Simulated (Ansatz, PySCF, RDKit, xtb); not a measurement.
**Solving C3H10Si, step by step**

Only the formula C3H10Si is given. Aim: find the structure of lowest free energy at 298.15 K, then its properties.

Plan: many cheap relaxations first (GFN2-xTB), then density-functional screening, relaxation at PBE0-D3(BJ)/pcseg-1, vibrations and a final energy. The numbers are computed, not measured.

4 further runs of the same task are left out: 4 set aside as unsound or not needed.

## 1. Possible bonding patterns

A program enumerates the bonding patterns with one Lewis structure each (two rings at most, one unusual centre or charged pair), with their diastereomers. O–O, O–halogen and N–halogen bonds and N–N–N chains are not drawn. That gives 4 candidates.

| label | SMILES | spin |
| --- | --- | --- |
| c007 | C[SiH](C)C | singlet |
| c040 | CCC[SiH3] | singlet |
| c064 | CC[SiH2]C | singlet |
| c435 | CC(C)[SiH3] | singlet |

Candidates are built by distance geometry, with a force field where one applies, in up to four conformers (letters a to d).

**Question.** With final energies at CCSD(T)/def2-SVP + MP2/def2-TZVPP - MP2/def2-SVP, which structure will this search put lowest in free energy, and by what margin?

| quantity | value |
| --- | --- |
| lowest structure found | C[SiH](C)C, singlet, C3v |
| next finalist | CC[SiH2]C, singlet, 11.6 kcal/mol higher in G |
| share at equilibrium, among the finalists | 100.0 % |
| harmonic wavenumbers, lowest and highest (PBE0-D3(BJ)/pcseg-1) | 145 and 3161 cm⁻¹ |
| rotational constants, same geometry | 0.1766, 0.1766, 0.1044 cm⁻¹ |
| dipole moment (PBE0/def2-TZVPD) | 0.58 D |
| HOMO energy (PBE0/def2-TZVPD) | -8.54 eV |
| LUMO energy (PBE0/def2-TZVPD) | 0.30 eV |
| HOMO–LUMO gap (PBE0/def2-TZVPD) | 8.85 eV |
| lowest excitation (TD-B3LYP/def2-SVPD) | 7.81 eV (f = 0.058) |
| lowest triplet excitation, same level, Tamm-Dancoff | 7.65 eV |
| vertical ionisation energy | 10.50 eV |
| vertical electron affinity | -1.26 eV (unbound: the value depends on the basis) |

The search ends on `C[SiH](C)C`. The margin of 11.6 kcal/mol over the next finalist is beyond the usual error of the last level; it says nothing of structures that weren't ranked. HF/STO-3G, r2SCAN-D4/def2-SVP, PBE0-D3(BJ)/pcseg-1, HF/def2-SVP and MP2/def2-SVP already put its bonding pattern lowest among the structures in one piece; GFN2-xTB favours the singlet CCC[SiH3]. Measured dipole moment: 0.525 D (NIST CCCBDB Release 22 (SRD 101), experimental dipoles); the calculated dipole moment, 0.58 D, differs by +0.06 D. The search is not exhaustive (a finite list of starts, one conformer a finalist), so a lower isomer can't be ruled out. Patterns outside the rules of the enumeration were met only by chance. The lowest isomer need not be the one that is made and kept in a bottle, which depends on barriers.
